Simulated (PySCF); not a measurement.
# One shape, several levels: GaAsH5F (SMILES [F][GaH2-][AsH3+])

Wanted: a comparison of 4 runs (HF/cc-pV(D+d)Z, HF/cc-pVDZ, HF/cc-pV(T+d)Z, HF/cc-pVTZ) of GaAsH5F. Input form: a Python script.

The results are computed with PySCF 2.14.0.

## Step 1: Starting point

The species is GaAsH5F (8 atoms), meant as a singlet with charge 0. SMILES: `[F][GaH2-][AsH3+]`. The shape comes from GFN2-xTB, which is rough for such elements, and wasn't checked as a minimum.

Bond lengths: F1–Ga2 1.743 Å, Ga2–As3 2.856 Å, Ga2–H4 1.542 Å, Ga2–H5 1.541 Å, As3–H6 1.496 Å, As3–H7 1.497 Å, As3–H8 1.493 Å. Some angles: F1–Ga2–As3 98.6°, F1–Ga2–H4 114.1°, F1–Ga2–H5 114.2°, As3–Ga2–H4 96.5°, As3–Ga2–H5 96.7°, Ga2–As3–H6 123.6°, Ga2–As3–H7 123.4°, Ga2–As3–H8 128.0°, H4–Ga2–H5 127.0°, H6–As3–H7 90.2°.

## Step 2: The energy at HF/cc-pV(D+d)Z (run 1)

input.py

```python
from pyscf import gto, scf

molecule = gto.M(
    atom='''
F     -4.538782     1.126088    -1.306065
Ga    -1.431883     1.794389    -2.172694
As     1.102882    -1.237846     1.502351
H     -0.505521     0.324693    -4.511400
H     -0.454933     4.367100    -1.220876
H      2.976432    -0.210138     3.354642
H      2.894229    -3.321798     0.833464
H     -0.042443    -2.842469     3.520598
''',
    basis='cc-pv(d+d)z',
    max_memory=1860,
    unit='bohr',
    verbose=3,
)

mf = scf.RHF(molecule)
mf.conv_tol = 1e-10
mf.kernel()
if not mf.converged:
    mf = mf.newton().run(mf.mo_coeff, mf.mo_occ)

e_tot = mf.e_tot
print(f'total energy: {e_tot:.8f} hartree')
```

Launch:

```
$ OMP_NUM_THREADS=1 python input.py
```

Log:

```text
converged SCF energy = -4259.75021291522
total energy: -4259.75021292 hartree
```

Run time: 3.3 s. Hardware: 1 thread of Arm Neoverse V1, shared host; peak memory 0.19 GiB.

## Step 3: A single-point energy at HF/cc-pVDZ (run 2)

calc.py

```python
from pyscf import gto

mol = gto.M(
    atom=[
    ('F', (-2.401820, 0.595900, -0.691140)),
    ('Ga', (-0.757720, 0.949550, -1.149740)),
    ('As', (0.583620, -0.655040, 0.795010)),
    ('H', (-0.267510, 0.171820, -2.387330)),
    ('H', (-0.240740, 2.310970, -0.646060)),
    ('H', (1.575060, -0.111200, 1.775200)),
    ('H', (1.531560, -1.757820, 0.441050)),
    ('H', (-0.022460, -1.504170, 1.863020)),
],
    verbose=3,
    charge=0,
    max_memory=1860,
    basis='cc-pvdz',
)

mf = mol.RHF()
mf.conv_tol = 1e-10
mf.kernel()
if not mf.converged:
    mf = mf.newton().run(mf.mo_coeff, mf.mo_occ)

etot = mf.e_tot
print(f'total energy: {etot:.8f} hartree')
```

Launch:

```
$ OMP_NUM_THREADS=1 python calc.py
```

Log:

```text
converged SCF energy = -4259.75021293918
total energy: -4259.75021294 hartree
```

It took 3.3 s on 1 thread of Arm Neoverse V1, shared host; peak memory 0.19 GiB.

## Step 4: The energy at HF/cc-pV(T+d)Z (run 3)

calc.py

```python
from pyscf import gto

mol = gto.M(
    atom='''
F       -2.401820       0.595900      -0.691140
Ga      -0.757720       0.949550      -1.149740
As       0.583620      -0.655040       0.795010
H       -0.267510       0.171820      -2.387330
H       -0.240740       2.310970      -0.646060
H        1.575060      -0.111200       1.775200
H        1.531560      -1.757820       0.441050
H       -0.022460      -1.504170       1.863020
''',
    max_memory=1860,
    spin=0,
    basis='cc-pv(t+d)z',
    verbose=3,
)

mf = mol.RHF()
mf.conv_tol = 1e-10
mf.kernel()
if not mf.converged:
    mf = mf.newton().run(mf.mo_coeff, mf.mo_occ)

energy = mf.e_tot
print('Final energy', energy)
```

Launch:

```
$ OMP_NUM_THREADS=1 python calc.py
```

Log:

```text
converged SCF energy = -4259.93469582586
Final energy -4259.934695825862
```

It took 29 s on 1 thread of Arm Neoverse V1, shared host; peak memory 1.3 GiB.

## Step 5: The energy at HF/cc-pVTZ (run 4)

input.py

```python
# [F][GaH2-][AsH3+]
from pyscf import gto, scf

molecule = gto.M(
    atom=[
    ('F', (-2.401820, 0.595900, -0.691140)),
    ('Ga', (-0.757720, 0.949550, -1.149740)),
    ('As', (0.583620, -0.655040, 0.795010)),
    ('H', (-0.267510, 0.171820, -2.387330)),
    ('H', (-0.240740, 2.310970, -0.646060)),
    ('H', (1.575060, -0.111200, 1.775200)),
    ('H', (1.531560, -1.757820, 0.441050)),
    ('H', (-0.022460, -1.504170, 1.863020)),
],
    spin=0,
    charge=0,
    basis='cc-pvtz',
    max_memory=1860,
    verbose=3,
)

mf = scf.RHF(molecule)
mf.conv_tol = 1e-10
mf.kernel()
if not mf.converged:
    mf = mf.newton().run(mf.mo_coeff, mf.mo_occ)

e_tot = mf.e_tot
print('E = %.10f Eh' % e_tot)
```

Launch:

```
$ OMP_NUM_THREADS=1 python input.py
```

Log:

```text
converged SCF energy = -4259.93469582779
E = -4259.9346958278 Eh
```

It took 27 s on 1 thread of Arm Neoverse V1, shared host; peak memory 1.2 GiB.

## Step 6: All runs side by side

```csv
run,level,energy (Eh),dipole moment (D),HOMO energy (eV),LUMO energy (eV),wall time
1,HF/cc-pV(D+d)Z,-4259.750213,4.36,-11.52,2.51,3.3 s
2,HF/cc-pVDZ,-4259.750213,4.36,-11.52,2.51,3.3 s
3,HF/cc-pV(T+d)Z,-4259.934696,4.28,-11.54,2.22,29 s
4,HF/cc-pVTZ,-4259.934696,4.28,-11.54,2.22,27 s
```

## Step 7: Results

| quantity | value |
| --- | --- |
| run 4: total energy | -4259.93470 Eh |
| run 4: dipole moment | 4.28 D |
| run 4: HOMO energy | -11.54 eV |
| run 4: LUMO energy | 2.22 eV |
| run 4: HOMO–LUMO gap | 13.76 eV |

In words: The dipole moment (its size) runs from 4.28 D (HF/cc-pV(T+d)Z) to 4.36 D (HF/cc-pVDZ). The HOMO–LUMO gap runs from 13.76 eV (HF/cc-pV(T+d)Z) to 14.03 eV (HF/cc-pV(D+d)Z). All runs together took 62 s, the longest 29 s.
